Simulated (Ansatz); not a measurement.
Set up this calculation in Ansatz 0.2.0, as the native input.

| Quantity | Value |
| --- | --- |
| Task | single point |
| Functional | PBEsol |
| Potentials or basis | all-electron LAPW, scalar-relativistic |
| Cutoff | 309 eV (chosen from the basis error) |
| Basis error allowed | 0.001 eV/atom |
| k mesh | 10 × 10 × 10 |
| Occupations | fermi-dirac, width 0.05 eV |
| Spin | no spin polarisation |

Crystal: Cu3Rh.

```
Rh Cu
1.0
    -1.83739    1.83739    3.60063
     1.83739   -1.83739    3.60063
     1.83739    1.83739   -3.60063
Rh Cu
1 3
Direct
  0.99855 0.99682 0.99591
  0.51319 0.50282 0.01967
  0.24288 0.73557 0.48503
  0.73878 0.23794 0.47913
```

The cell comes from a database or a generator and needn't be the stable form of this composition.

The cell isn't the ideal one: atoms moved at random, drawn with an rms of 0.05 Å.

One way to write it, as run:

input.yaml

```yaml
crystal:
  lattice:
    - [-1.8373872, 1.8373872, 3.600628]
    - [1.8373872, -1.8373872, 3.600628]
    - [1.8373872, 1.8373872, -3.600628]
  atoms:
    - { symbol: Rh, position: [-0.001452, -0.003179, -0.004093] }
    - { symbol: Cu, position: [0.513191, 0.502816, 0.019667] }
    - { symbol: Cu, position: [0.242875, 0.735568, 0.485029] }
    - { symbol: Cu, position: [0.738777, 0.237936, 0.479135] }
kpoints:
  mp_grid: { grid: [10, 10, 10] }
scf:
  occupations: { method: fermi_dirac, width: 0.05 }
hamiltonian:
  xc: pbesol
  pseudopotentials: { kind: all_electron, lapw: { basis_error: 0.001 } }
output:
  forces: true
  stress: true
  eigenvalues: true
  populations: true
```

Potentials or basis: all-electron LAPW, scalar-relativistic.

Launch:

```bash
$ ansatz run input.yaml --threads 2 --pin off --max-ram 8192MiB --backend cpu --events-out ev --progress --plain --runs-dir out
```

Results of the run:

The pressure is -2.1 GPa, the largest force is 0.609 eV/Å and the band gap on the k mesh is none (metal or under the smearing width).

Wall time 7.1 min on 2 threads of Intel(R) Xeon(R) Platinum 8375C CPU @ 2.90GHz (Ice Lake), with other jobs on the host, peak memory 3.1 GiB.
